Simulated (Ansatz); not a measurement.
# Mg2H2O3: a relaxation

Aim: relax the cell and atoms of Mg2H2O3.

A COD entry behind a cell of this session may itself be a prediction, so a difference from it is no test against experiment.

Program: Ansatz 0.2.0. Level of theory: DFT PBEsol, scalar-relativistic, plane waves, PAW. These are calculated values, not measurements.

**1. The structure to begin with**

The structure is trigonal, space group P-3m1 (No. 164). The conventional cell has a = 3.085 Å, b = 3.085 Å, c = 7.710 Å, α = 90.00°, β = 90.00°, γ = 120.00°. Mg (site symmetry 3m) is surrounded by 6 O at 2.10 to 2.17 Å. H (site symmetry 3m) is surrounded by 1 O at 0.99 Å. O (site symmetry 3m) has 1 H at 0.99 Å as nearest neighbours. O (site symmetry -3m) has 6 Mg at 2.17 Å as nearest neighbours.

As a file:

```xyz
7
Lattice="3.0850 0.0000 0.0000 -1.5425 2.6717 0.0000 0.0000 0.0000 7.7100" Properties=species:S:1:pos:R:3 pbc="T T T"
Mg    1.5425    0.8906    6.4756
Mg    0.0000    1.7811    1.2344
H     0.0000    1.7811    4.3685
H     1.5425    0.8906    3.3415
O     0.0000    1.7811    5.3577
O     1.5425    0.8906    2.3523
O     0.0000    0.0000    0.0000
```

Source of the structure: the Crystallography Open Database.

(A quick probe on a coarse mesh, which set the mesh and smearing, is not shown.)

**3. Rough relaxation on the coarse mesh**

The input, input.yaml:

```yaml
crystal:
  lattice:
    - [3.0850007055, 0.0, 0.0]
    - [-1.5425003528, 2.6716889817, 0.0]
    - [0.0, 0.0, 7.71]
  atoms:
    - { symbol: Mg, position: [0.6666666667, 0.3333333333, 0.8399] }
    - { symbol: Mg, position: [0.3333333333, 0.6666666667, 0.1601] }
    - { symbol: H, position: [0.3333333333, 0.6666666667, 0.5666] }
    - { symbol: H, position: [0.6666666667, 0.3333333333, 0.4334] }
    - { symbol: O, position: [0.3333333333, 0.6666666667, 0.6949] }
    - { symbol: O, position: [0.6666666667, 0.3333333333, 0.3051] }
    - { symbol: O, position: [0.0, 0.0, 0.0] }
basis:
  ecutwfc: 420
kpoints:
  mp_grid: { grid: [6, 6, 4] }
hamiltonian:
  xc: pbesol
scf:
  occupations: { method: gaussian, width: 0.1 }
output:
  forces: true
  stress: true
  eigenvalues: true
relax:
  adjacent_minimum: "off"
  f_tol: 0.05
  max_steps: 80
  cell: { stress_tol: 0.5 }
```

The run is started by

```bash
$ ansatz run input.yaml --threads 4 --pin off --max-ram 9216MiB --backend cpu --events-out ev --progress --plain --runs-dir out
```

The session goes on with these runs: the relaxation.

Before running it: what results should come out? Wanted: relaxed cell; volume; formation energy; gap on the mesh.

**Answer**, as computed:

| quantity | value |
| --- | --- |
| relaxed cell | a = 3.065 Å, b = 3.065 Å, c = 7.284 Å, α = 90.00°, β = 90.00°, γ = 120.00° |
| space group (0.01 Å) | P-3m1 (No. 164) |
| volume | 8.47 Å³/atom |
| formation energy (elements from runs with the same settings, not shown) | -2.05 eV/atom |
| gap on the mesh | 3.88 eV |

What this shows: The relaxed volume is 6.7 % smaller than at the start. The shape changed too: the edges of the input's cell moved by -0.6, -0.6, -5.5 %.

These are semilocal Kohn-Sham gaps, which aren't the measured quantity. Such gaps usually fall short of the measured ones.
